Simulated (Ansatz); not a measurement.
## HfCo, space group Pm-3m: a relaxation of the ions, step by step

With Ansatz 0.2.0, Python API.

Run as a notebook:

In [1]:
```python
from dataclasses import dataclass
import json

import ansatz as az
from ase.data import atomic_numbers
import numpy as np
import spglib


@dataclass(frozen=True)
class Options:
    cutoff: int = 530
    extra_bands: int = 2
    functional: str = "PBEsol"
    vdw: str = "d3bjatm"
    filling: str = "Marzari-Vanderbilt"
    smearing_width: float = 0.02
    kmesh: tuple[int, ...] = (6, 6, 6)
    force_tol: float = 0.05
```

In [2]:
```python
settings = Options()

xtal = (
    az.Lattice.cubic(3.164)
    .space_group(221)
    .atom("Hf", [0.5, 0.5, 0.5])
    .atom("Co", [0.0, 0.0, 0.0])
    .moments(Co=2.5)
)
```

In [3]:
```python
model = (
    xtal.calculation()
    .accuracy("low")
    .basis(settings.cutoff)
    .scf(extra_bands=settings.extra_bands, lower_state_search="light")
    .spin(az.SpinTreatment.COLLINEAR)
    .functional(settings.functional, dispersion=settings.vdw)
    .occupations(settings.filling, width=settings.smearing_width)
    .pseudopotentials("paw")
    .kpoints(*settings.kmesh)
    .relax(force_tolerance=settings.force_tol, random_displacement=True, displacement_amplitude=0.1, displacement_seed=67)
    .density_of_states(energy_step=0.1, method="tetrahedron", nscf_kmesh_spacing=0.16)
    .band_table()
)
res = model.run(threads=1, pin="off", events_out="events.ndjson")
with open("events.ndjson") as stream:
    events = [json.loads(line) for line in stream]
steps = [e["data"] for e in events if e["event"] == "relax_step"]
summary = res.report

res.lattice.cell_ang
```
```text
DeckWarning: the band count 24 (scf.n_extra_bands) hosts the net moment |M| = 2.5000 μB (N_el = 43) but caps the reachable moment at 2·n_bands − N_el = 5.0000 μB, below the 28 bands that the automatic rule leaves for it — a moment growing past the seed, or [...]
RunWarning: the starting moments were not kept: the SCF closed with an absolute magnetisation of 5.2e-2 μB, where they sum to 2.5 μB in size (1 site). That is at most 0.1 of that sum. The system's moment may be that small; this SCF shows only that its start [...]
```
Out [3]:
```text
array([[3.16400000e+00, 0.00000000e+00, 0.00000000e+00],
       [1.93739124e-16, 3.16400000e+00, 0.00000000e+00],
       [1.93739124e-16, 1.93739124e-16, 3.16400000e+00]])
```

In [4]:
```python
res.unlabelled_reasons
```

In [5]:
```python
print("step   energy (eV)     max force (eV/A)  SCF")
for s in steps:
    print(f"{s['step']:4d} {s['lagrangian_ev']:15.5f} {s['allowed_force_max_ev_ang']:12.4f} {s['n_scf']:5d}")
```
```text
step   energy (eV)     max force (eV/A)  SCF
   1    -20692.61526       0.2128    18
   2    -20692.62996       0.0986    10
   3    -20692.63411       0.0017    13
```

In [6]:
```python
first, last = steps[0], steps[-1]
symbols = [site.symbol for site in res.lattice.sites]
print(f"energy gained {first['lagrangian_ev'] - last['lagrangian_ev']:.4f} eV in {len(steps) - 1} steps")

fractions = [site.position_frac for site in res.lattice.sites]
numbers = [atomic_numbers[s] for s in symbols]
for tolerance in (1e-3, 1e-2, 1e-1):
    print(f"space group at {tolerance} A:", spglib.get_spacegroup((res.lattice.cell_ang, fractions, numbers), symprec=tolerance))
```
```text
energy gained 0.0188 eV in 2 steps
space group at 0.001 A: R3m (160)
space group at 0.01 A: Pm-3m (221)
space group at 0.1 A: Pm-3m (221)
```

In [7]:
```python
print("atom   start x y z (A)              end x y z (A)")
for symbol, a, b in zip(symbols, first["positions_ang"], last["positions_ang"]):
    print(f"{symbol:3s}", " ".join(f"{v:8.4f}" for v in a), "  ", " ".join(f"{v:8.4f}" for v in b))

n_atoms = len(summary["lattice"]["sites"])
print("F =", round(summary["free_energy_ev"], 4), "eV for", n_atoms, "atoms")
print("E(sigma -> 0) =", round(summary["energy_sigma0_ev"], 4), "eV, TS =", round(summary["entropy_ts_ev"], 5), "eV")
print("closed by", summary["closed_by"], "after", summary["n_iterations"], "iterations")
```
```text
atom   start x y z (A)              end x y z (A)
Hf    1.6096   1.5543   1.4900      1.6413   1.5828   1.5221
Co    0.0915   0.0297  -0.0273      0.0598   0.0012  -0.0594
F = -20692.6341 eV for 2 atoms
E(sigma -> 0) = -20692.634 eV, TS = 0.00032 eV
closed by deck_thresholds after 13 iterations
```

In [8]:
```python
dos = res.density_of_states()
energy = np.asarray(dos.energies_ev) - dos.fermi_ev
top = min(levels[-1] for levels in summary["eigenvalues_ev"]) - dos.fermi_ev  # the computed bands end here
for spin, channel in enumerate(dos.channels):
    g = np.asarray(channel.g_bin_mean_per_ev)
    peak = np.where(np.abs(energy) < 8, g, 0).argmax()
    print(f"channel {spin}: g(E_F) = {np.interp(0.0, energy, g):.3f} states/eV, highest peak within 8 eV {g[peak]:.2f} at {energy[peak]:.2f} eV")
grid = np.arange(-8, min(6, top), 0.25)
columns = [grid] + [np.interp(grid, energy, ch.g_bin_mean_per_ev) for ch in dos.channels]
np.savetxt("dos_hfco.dat", np.column_stack(columns), fmt="%.3f", header="E-EF (eV), states/eV by channel")
```
```text
channel 0: g(E_F) = 1.207 states/eV, highest peak within 8 eV 4.44 at -1.57 eV
channel 1: g(E_F) = 1.231 states/eV, highest peak within 8 eV 4.31 at -1.57 eV
```

It writes `dos_hfco.dat`:
```text
# E-EF (eV), states/eV by channel
-8.000 0.023 0.022
-7.750 0.040 0.040
-7.500 0.055 0.055
-7.250 0.068 0.067
-7.000 0.081 0.081
-6.750 0.093 0.092
-6.500 0.106 0.106
-6.250 0.121 0.121
-6.000 0.136 0.136
-5.750 0.154 0.154
-5.500 0.175 0.175
-5.250 0.205 0.204
-5.000 0.239 0.238
-4.750 0.326 0.323
-4.500 0.617 0.607
-4.250 0.609 0.614
-4.000 0.360 0.363
-3.750 0.729 0.722
-3.500 1.098 1.089
-3.250 1.187 1.144
-3.000 1.246 1.307
-2.750 0.773 0.788
-2.500 0.992 0.935
-2.250 2.462 2.408
-2.000 1.995 2.083
-1.750 2.818 2.775
-1.500 4.125 4.177
-1.250 1.621 1.603
-1.000 0.495 0.587
-0.750 0.248 0.254
-0.500 0.440 0.417
-0.250 1.448 1.262
0.000 1.207 1.231
0.250 1.110 1.168
0.500 1.063 1.052
0.750 1.432 1.397
```

What to keep in mind:
- The settings weren't tested for convergence.
- The SCF didn't keep the moments it started from (some shrank, vanished or turned); what is printed is the state reached.
- Dispersion corrections can be off by several per cent in the lattices of metals, and by several GPa in the pressure at a fixed cell.
- The mesh is modest for a metal, so energies can be off by several to tens of meV an atom and pressures by half a GPa or more; differences at equal mesh fare better.
- Energies along a relaxation are free energies. A last row that repeats the one before re-solves the same geometry more tightly.
- The first row is the displaced cell, and groups found at tight tolerances show what the force threshold leaves of the kick.
- Spin-orbit coupling, which matters for elements this heavy, is left out.
- The starting cell is as deposited in a crystallographic database; the results hold for this polymorph, which needn't be the stable one.
- Warnings are shown shortened and without file and line.
- The computed bands are complete only to about 1.0 eV above the Fermi level; beyond that the density of states is undercounted.
- Wall time of the script: 100 s on 1 thread of Intel(R) Xeon(R) 6975P-C (Granite Rapids), with other jobs on the host, peak memory 1.2 GiB.

(Lines on the test bed's own set-up are left out of the output.)
